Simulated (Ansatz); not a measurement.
# The cluster Ga₂H₃: structure and electronic state

Aim: characterise the cluster Ga₂H₃ as a doublet: its structure, frontier levels and distribution of charge and spin.

Computed with Ansatz 0.2.0, Gaussian basis. Level: UKS PBE0-D4/def2-TZVP.

Levels to be run: relaxation at r2SCAN-D4/def2-TZVP; a single point at PBE0-D4/def2-TZVP; harmonic vibrations at r2SCAN-D4/def2-TZVP.

2 further runs of the same task are left out: 2 set aside as unsound or not needed. Runs told in other sessions of the task aren't counted.

**1. The starting structure**

5 atoms, charge 0, spin multiplicity 2.

Atoms are counted from 1 here; the program's logs count them from 0.

Bond lengths: Ga1–Ga2 2.490 Å, Ga1–H3 1.777 Å, Ga2–H4 1.704 Å, Ga2–H5 1.661 Å. Angles: Ga2–Ga1–H3 90.5°, Ga1–Ga2–H4 78.6°, Ga1–Ga2–H5 168.5°, H4–Ga2–H5 109.6°.

Geometry (Å):

```
Ga    1.1894    1.3464   -0.2834
Ga   -0.7439   -0.0150    0.4969
H     1.1557    0.5232   -1.8575
H     0.4893   -1.1892    0.4250
H    -2.0904   -0.6654    1.2191
```

The start is a GFN1-xTB geometry.

**2. Optimising with r2SCAN-D4/def2-TZVP**

in.yaml

```yaml
crystal:
  periodic: [false, false, false]
  atoms:
    - {symbol: Ga, position_ang: [1.189380, 1.346400, -0.283410]}
    - {symbol: Ga, position_ang: [-0.743860, -0.015010, 0.496900]}
    - {symbol: H, position_ang: [1.155680, 0.523200, -1.857540]}
    - {symbol: H, position_ang: [0.489250, -1.189210, 0.424990]}
    - {symbol: H, position_ang: [-2.090440, -0.665400, 1.219060]}
basis:
  gaussian: {orbitals: def2-TZVP}
magnetization: {spin_polarized: true, initial_magnetization: 1}
hamiltonian: {xc: r2scan, dispersion: d4}
scf: {lower_state_search: "off"}
output: {orbitals: {seedname: orbitals}}
relax: {f_tol: 0.02, max_steps: 100}
```

Run with:

```bash
> ansatz run in.yaml --threads 4 --pin off --events-out ev --progress --plain --max-ram 3916MiB
```

After this run come: Single point, PBE0-D4/def2-TZVP; Harmonic vibrations.

Before running them: what should the planned runs give, taken together? Wanted: point group; Ga–Ga bond; HOMO, LUMO at PBE0-D4/def2-TZVP; ⟨S²⟩; dipole at r2SCAN-D4/def2-TZVP; lowest, highest wavenumber.

As calculated:

| quantity | value |
| --- | --- |
| point group | Cs |
| Ga–Ga bond | 2.363 Å |
| HOMO, LUMO at PBE0-D4/def2-TZVP (over both spins) | -5.04, -2.55 eV |
| ⟨S²⟩ | 0.755 |
| dipole at r2SCAN-D4/def2-TZVP | 1.17 D |
| lowest, highest wavenumber | 159, 1977 cm⁻¹ |

In words: The molecule keeps its bonding pattern by the stored test; the atoms moved 0.84 Å (rms), and the angle Ga2–Ga1–H3 went from 91° to 159°. All wavenumbers are real: a minimum at this level. The alpha HOMO lies nearest to Ga1 53 %; Ga2 29 % and the alpha LUMO to Ga1 70 %; H3 16 % (shares on a coarse grid); over both spins the LUMO of beta spin, not drawn, take the frontier's place. Whether this spin is the lowest isn't tested here.
